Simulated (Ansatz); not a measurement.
PdPt:

```
Pt Pd
1.0
     1.38340    0.79871    4.56037
    -1.38340    0.79871    4.56037
     0.00000   -1.59741    4.56037
Pt Pd
1 1
Direct
  0.50000 0.50000 0.50000
  0.00000 0.00000 0.00000
```

The cell comes from a database or a generator and needn't be the stable form of this composition.

- Program: Ansatz 0.2.0
- Task: relaxation of cell and atoms
- Functional: revPBE
- Potentials or basis: Ansatz PAW
- Cutoff: 420 eV (not typed: the program's choice for these potentials)
- k mesh: 11 × 11 × 11
- Occupations: fermi-dirac, width 0.05 eV
- Spin: no spin polarisation

At the start: volume 15.12 Å³/atom.

Task: Where does the relaxation end?

Result: It ends after 5 steps and the volume is 15.66 Å³/atom (+3.6 %); space group R-3m (No. 166, to 0.05 Å).

The path:
```tsv
step	energy change (eV)	largest force (eV/Å)	volume (Å³)
1	0.0000	0.0000	30.23
2	-0.0245	0.0000	31.37
3	-0.0246	0.0000	31.32
4	-0.0247	0.0000	31.32
5	-0.0251	0.0000	31.32
```

Final structure:
```
Pt Pd
1.0
     1.40295    0.80999    4.59299
    -1.40295    0.80999    4.59299
     0.00000   -1.61999    4.59299
Pt Pd
1 1
Cartesian
  0.0000 0.0000 6.8895
  0.0000 0.0000 0.0000
```

Caveat: the plane-wave basis is chosen anew once the cell has moved, so the energies of steps on either side of that aren't comparable; the PAW data sets come from PBE, with cores solved anew for the run's functional, which leaves a small shift of forces and pressure.
